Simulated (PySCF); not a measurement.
# [Gd(H2O)3]3+: forces at shaken geometries

Aim: move all atoms of relaxed [Gd(H2O)3]3+ at random and read energies and forces. The structure is generated, not taken from experiment.

Computed with PySCF 2.14.0. Level: TPSS, Gd lcecp-1-SVP with ECP53, O def2-SVP, H def2-SVP; scalar-relativistic core potentials, no spin–orbit coupling.

3 further runs of the same task are left out: 2 for a known fault of the program, 1 that didn't finish.

**1. Starting geometry**

10 atoms, charge 3, spin multiplicity 1.

Bond lengths: Gd1–O2 2.285 Å, Gd1–O5 2.285 Å, Gd1–O8 2.285 Å, O2–H3 0.998 Å, O2–H4 0.998 Å, O5–H6 0.998 Å, O5–H7 0.998 Å, O8–H9 0.998 Å, O8–H10 0.998 Å. Angles: O2–Gd1–O5 120.0°, O2–Gd1–O8 120.0°, O5–Gd1–O8 120.0°, Gd1–O2–H3 128.6°, Gd1–O2–H4 128.6°, H3–O2–H4 102.9°, Gd1–O5–H6 128.6°, Gd1–O5–H7 128.6°, H6–O5–H7 102.9°, Gd1–O8–H9 128.6°, Gd1–O8–H10 128.6°, H9–O8–H10 102.9°.

Coordinates:

```
Gd    0.0000    0.0000    0.0000
O     2.2852    0.0000    0.0000
H     2.9072    0.7754    0.0853
H     2.9072   -0.7754   -0.0853
O    -1.1426    1.9791    0.0000
H    -2.1252    2.1300    0.0853
H    -0.7821    2.9054   -0.0853
O    -1.1426   -1.9791    0.0000
H    -0.7820   -2.9054    0.0853
H    -2.1251   -2.1300   -0.0853
```

Formal oxidation states: Gd +3. Each metal's 7 4f electrons lie in its core potential, so multiplicities, spins and levels count the valence alone. An earlier session relaxed this geometry at TPSS, Gd lcecp-1-SVP with ECP53, O def2-SVP, H def2-SVP (singlet, point group D3).

Its energy there is -263.964659 Eh.

**2. Atoms moved at random, σ = 0.06 Å**

The input, run.py (the lines that set the calculation):

```python
mol = gto.M(atom='''
Gd     0.00287     0.01227    -0.02658
O      2.27405    -0.07258    -0.01017
H      3.00979     0.76004     0.12153
H      2.81295    -0.75188    -0.08509
O     -1.15339     2.02700    -0.01812
H     -2.13692     2.21575    -0.04610
H     -0.75605     2.89070    -0.06765
O     -1.17745    -2.03074     0.02760
H     -0.77155    -2.93448     0.10332
H     -2.10430    -2.11609     0.00126''',
    basis={'Gd': 'lcecp-1-SVP', 'O': 'def2-SVP', 'H': 'def2-SVP'},
    ecp={'Gd': 'lcecp-1-SVP'},
    charge=3, spin=0)
mf = dft.RKS(mol, xc='TPSS')
mf.grids.atom_grid = (50, 194)  # f atoms: unpruned, at least (60, 302)
mf = mf.density_fit()  # fitting sets: Gd AutoAux, O def2-universal-JKFIT, H def2-universal-JKFIT
mf.conv_tol = 1e-08; mf.max_cycle = 55
mf.kernel(dm0)  # dm0: the density of the relaxed state
```

Run with:

```
> OMP_NUM_THREADS=2 python run.py
```

**3. Atoms moved at random, σ = 0.15 Å**

The input, run.py (the lines that set the calculation):

```python
mol = gto.M(atom='''
Gd    -0.08286    -0.12575    -0.03447
O      2.24527    -0.15592    -0.08531
H      2.81085     0.92726     0.24852
H      2.94673    -1.02425    -0.17196
O     -1.27625     1.95948    -0.17528
H     -2.25418     2.39876     0.24618
H     -0.38780     3.02112    -0.32007
O     -1.09333    -1.92080     0.12670
H     -0.82579    -2.86856     0.33163
H     -2.08263    -2.21134    -0.16595''',
    basis={'Gd': 'lcecp-1-SVP', 'O': 'def2-SVP', 'H': 'def2-SVP'},
    ecp={'Gd': 'lcecp-1-SVP'},
    charge=3, spin=0)
mf = dft.RKS(mol, xc='TPSS')
mf.grids.atom_grid = (50, 194)  # f atoms: unpruned, at least (60, 302)
mf = mf.density_fit()  # fitting sets: Gd AutoAux, O def2-universal-JKFIT, H def2-universal-JKFIT
mf.conv_tol = 1e-08; mf.max_cycle = 55
mf.kernel(dm0)  # dm0: the density of the relaxed state
```

**4. Atoms moved at random, σ = 0.06 Å**

The input, run.py (the lines that set the calculation):

```python
mol = gto.M(atom='''
Gd    -0.01930    -0.07670    -0.03489
O      2.25933     0.00106    -0.00152
H      2.84707     0.79850     0.05475
H      2.96091    -0.67431    -0.14735
O     -1.20080     2.02104     0.04722
H     -2.14455     2.08227     0.05738
H     -0.89163     2.83435    -0.15201
O     -0.93848    -1.93303     0.03807
H     -0.81106    -2.91148     0.17301
H     -2.06148    -2.14172    -0.03467''',
    basis={'Gd': 'lcecp-1-SVP', 'O': 'def2-SVP', 'H': 'def2-SVP'},
    ecp={'Gd': 'lcecp-1-SVP'},
    charge=3, spin=0)
mf = dft.RKS(mol, xc='TPSS')
mf.grids.atom_grid = (50, 194)  # f atoms: unpruned, at least (60, 302)
mf = mf.density_fit()  # fitting sets: Gd AutoAux, O def2-universal-JKFIT, H def2-universal-JKFIT
mf.conv_tol = 1e-08; mf.max_cycle = 55
mf.kernel(dm0)  # dm0: the density of the relaxed state
```

What does the calculation give? Wanted: for each run, σ; energy rise; harmonic estimate −½ F·u; largest force component.

The runs gave:

| σ (Å) | energy rise (eV) | harmonic estimate −½ F·u (eV) | largest force component (eV/Å) |
| --- | --- | --- | --- |
| 0.06 | 0.900 | 0.952 | 9.17 |
| 0.15 | 3.915 | 3.386 | 4.74 |
| 0.06 | 1.165 | 1.135 | 6.72 |

Every displacement raises the energy. For a harmonic well the rise equals −½ F·u; the two differ by at most 14 % here (a move with σ = 0.15 Å), from anharmonicity, the grid and the small forces left at the relaxed point. The bases are small and lack diffuse functions. Spin–orbit coupling is left out.
